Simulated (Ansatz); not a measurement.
# H3Cl4: a short molecular-dynamics run

Aim: set H3Cl4 (a defect cell, 7 atoms, not relaxed) in motion for 20 steps of 0.4 fs under a Langevin thermostat at 600 K, and see how temperature, energy and positions respond.

Program: Ansatz 0.2.0. Level of theory: DFT PBE, plane waves, PAW, scalar-relativistic, no spin polarisation. These are calculated values, not measurements.

**1. The system as given**

The cell holds 7 atoms (Cl4H3): a = 7.783 Å, b = 5.392 Å, c = 3.859 Å, α = 90.05°, β = 81.56°, γ = 89.55°.

Coordinates:

```cif
data_structure
_symmetry_space_group_name_H-M 'P 1'
_symmetry_Int_Tables_number 1
_cell_length_a 7.7828
_cell_length_b 5.3920
_cell_length_c 3.8589
_cell_angle_alpha 90.045
_cell_angle_beta 81.561
_cell_angle_gamma 89.550
_cell_volume 160.18
loop_
_atom_site_label
_atom_site_type_symbol
_atom_site_fract_x
_atom_site_fract_y
_atom_site_fract_z
_atom_site_occupancy
H1 H 0.46399 0.82900 0.07298 1
H2 H 0.96417 0.83541 0.07896 1
H3 H 0.54399 0.33338 0.91890 1
Cl1 Cl 0.37706 0.00341 0.25209 1
Cl2 Cl 0.87316 0.99330 0.25070 1
Cl3 Cl 0.12427 0.50577 0.74199 1
Cl4 Cl 0.62524 0.50558 0.74886 1
```

**2. Dynamics**

The input, input.yaml:

```yaml
crystal:
  lattice:
    - [-5.086942, -0.030466, 5.89012]
    - [-0.017856, -5.391918, 0.012612]
    - [2.518664, 0.00156, 2.923541]
  atoms:
    - { symbol: H, position: [0.463993, 0.828995, 0.072981] }
    - { symbol: H, position: [0.964174, 0.835412, 0.078958] }
    - { symbol: H, position: [0.543986, 0.333379, 0.918898] }
    - { symbol: Cl, position: [0.377065, 0.003405, 0.25209] }
    - { symbol: Cl, position: [0.873161, 0.993299, 0.250699] }
    - { symbol: Cl, position: [0.124265, 0.505769, 0.741993] }
    - { symbol: Cl, position: [0.625236, 0.505576, 0.748863] }
kpoints:
  mp_grid: { grid: [2, 3, 4] }
magnetization:
  spin_polarized: false
scf:
  occupations: { method: gaussian, width: 0.1 }
hamiltonian:
  pseudopotentials: { kind: paw }
  xc: pbe
basis:
  ecutwfc: 420
md:
  timestep: 0.4
  n_steps: 20
  ensemble: nvt_langevin
  temperature: 600.0
  initial_velocities: maxwell_boltzmann
  seed: 170777
```

Launch:

```bash
$ ansatz run input.yaml --threads 2 --pin off --max-ram 2560MiB --backend cpu --events-out ev --progress --plain --runs-dir out
```

**Question.** What will these runs give? Wanted: temperature, first and last step; temperature, second half; potential energy, second half; mean square displacement, second half.

As calculated:

| quantity | value |
| --- | --- |
| length | 20 steps of 0.4 fs |
| temperature, first and last step | 514 and 390 K |
| temperature, second half | mean 423 K, from 367 to 523 K |
| potential energy, second half | +3 meV/atom from the start |
| mean square displacement, second half | H 0.027, Cl 0.001 Å² |

In words: Against a set 600 K the second half averages 423 K, going from 523 to 390 K over that half. The farthest move is 0.20 Å, against a mean nearest distance of 2.4 Å at the start: no atom has changed site so far. 8 fs on 7 atoms is far too short and small for converged averages. The nuclei move classically, without zero-point motion, which matters most for hydrogen.
